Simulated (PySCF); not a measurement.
# C₇H₄FO+: geometry, NMR shifts, spin-spin couplings and electronic excitations

Wanted: the NMR shifts, spin-spin couplings and electronic excitations of C₇H₄FO+ (`C#Cc1cc(F)cc[o+]1`), by calculation.

Programs: PySCF 2.14.0, with density-fitted response routines of our own. Each step states its level of theory. These are calculated values for one molecule in the gas phase, unless marked as measured. Atoms count from 0, in the outputs and in this text.

## 1. Starting geometry

13 atoms, charge 1, multiplicity 1; geometry from: GFN2-xTB.

Bonds of the start (Å): C0–C1 1.20, C1–C2 1.41, C2–C3 1.39, C3–C4 1.39, C4–F5 1.30, C4–C6 1.41, C6–C7 1.37, C7–O8 1.31, O8–C2 1.33, C0–H9 1.05, C3–H10 1.08, C6–H11 1.08, C7–H12 1.08.

## 2. Relaxing the molecule at PBE0-D3(BJ)/def2-SVP

Job settings and geometry (Å):

```
{"job": {"xc": "PBE0", "basis": "def2-SVP", "d3": "d3bj", "grid": 1, "kind": "geom"}, "charge": 1, "multiplicity": 1}
C      3.221436    -0.922197     0.010618
C      2.057323    -0.613860     0.016616
C      0.695811    -0.262015     0.027032
C      0.235833     0.959167    -0.458717
C     -1.131955     1.201871    -0.398924
F     -1.615529     2.329881    -0.841202
C     -2.000086     0.233049     0.138426
C     -1.434142    -0.930693     0.584870
O     -0.142841    -1.158506     0.527519
H      4.243390    -1.183209     0.001714
H      0.919930     1.687827    -0.866882
H     -3.063210     0.409378     0.190302
H     -1.999108    -1.749239     1.015451
```

**Question.** This job is followed by: GIAO PBE0/pcSseg-1 NMR shielding, non-relativistic, gas phase; B3LYP/pcJ-1 indirect spin-spin coupling, non-relativistic, gas phase; TDDFT wB97X-D/def2-SVPD, vertical, gas phase, core orbitals frozen in the response. Predict these results of the whole session: point group; rotational constants (main isotopes); 13C shifts against TMS (PBE0/pcSseg-1); 1H shifts against TMS (PBE0/pcSseg-1); 19F shifts against CFCl3 (PBE0/pcSseg-1); 17O shifts against H2O (PBE0/pcSseg-1); largest coupling of the table (B3LYP/pcJ-1); lowest singlet (wB97X-D/def2-SVPD); brightest single state of those computed; lowest triplet; vertical ionisation energy (ΔSCF).

**Answer**, as computed:

| quantity | value |
| --- | --- |
| point group | Cs |
| rotational constants (main isotopes) | 3.63, 1.19, 0.90 GHz |
| 13C shifts against TMS (PBE0/pcSseg-1) | 188.4, 174.7, 163.7, 127.5, 125.1, 121.1, 75.8 ppm |
| 1H shifts against TMS (PBE0/pcSseg-1) | 9.01, 7.95, 7.91, 5.65 ppm |
| 19F shifts against CFCl3 (PBE0/pcSseg-1) | -28.8 ppm |
| 17O shifts against H2O (PBE0/pcSseg-1) | 346.9 ppm |
| largest coupling of the table (B3LYP/pcJ-1) | 1J(C,F) C4–F5, -387.8 Hz |
| lowest singlet (wB97X-D/def2-SVPD) | 4.33 eV (287 nm), f = 0.000 |
| brightest single state of those computed | state 10, 7.43 eV, f = 0.426 |
| lowest triplet | 3.08 eV |
| vertical ionisation energy (ΔSCF) | 14.72 eV |

The optimisation took 8 steps and gained 0.047 eV; among the close pairs (by a distance rule), C0–H9 changed most, from 1.055 to 1.080 Å. No frequency check was run at this level, so the end point may be a saddle. At PBE0/pcSseg-1: The widest tensor belongs to O8: span 574 ppm, with a paramagnetic part of -407 ppm. Of the pairs tabulated at B3LYP/pcJ-1, C4–F5 couples most strongly (-387.8 Hz; Fermi contact -323.0 Hz). The lowest singlet, at 4.33 eV, is HOMO−1→LUMO 0.87, HOMO−1→LUMO+1 0.09 and is dark; of the 10 states computed, the strongest absorption comes from state 10 at 7.43 eV (the last computed, so partners may be missing). The lowest triplet lies 1.24 eV below the lowest singlet (triplets in Tamm-Dancoff, singlets in full TDDFT). ΔSCF puts the ionisation energy at 14.72 eV, 0.22 eV above −ε(HOMO).
